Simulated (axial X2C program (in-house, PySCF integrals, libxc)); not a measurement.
# AsN⁺: EOM-IP-CCSD levels

Wanted for AsN⁺: EOM-IP-CCSD levels, at the two-component level.

Computed with an in-house X2C program for linear molecules on PySCF integrals. Level: two-component X2C with atomic mean-field terms, As dyall-cv3z, N dyall-av3z.

All values are calculated.

**1. Input**

Contents of task.json:

```json
{"zs": [33, 7], "q": 1, "bas": ["dyall-cv3z", "dyall-av3z"], "r0": 1.74, "eom": "ip", "rq": 0, "thr": -2.0, "nmax": 95, "grid": [1, 0.96, 1.045, 0.92, 1.09, 1.15]}
```

Keys: zs atomic numbers; q charge; bas basis sets; r0 starting distance in Å; eom kind of EOM run; thr threshold in hartree for freezing inner shells (an s shell follows its p shell); nmax most natural virtual spinors; grid distances as factors.

Run with:

```bash
$ python soeom.py task.json out
```

Further steps of the session: EOM-IP-CCSD at 1.599 Å.

Before running it: what results should come out? Wanted: next root led by one particle; T1 of the reference.

The runs gave:

| quantity | value |
| --- | --- |
| lowest root at 1.599 Å | Ω = 1/2, 11.240 eV |
| next root led by one particle | Ω = 3/2, about 3660 cm⁻¹ higher |
| T1 of the reference | 0.023 |

**Reading.** Removing an electron from the reference determinant of AsN costs 11.24 eV and empties a spinor of 58% N pσ, 21% As pσ, 12% N sσ. Errors of 0.1 to 0.3 eV are usual at this size, and roots led by higher excitations are left out, so the list is incomplete, and low states of that kind can be missing.
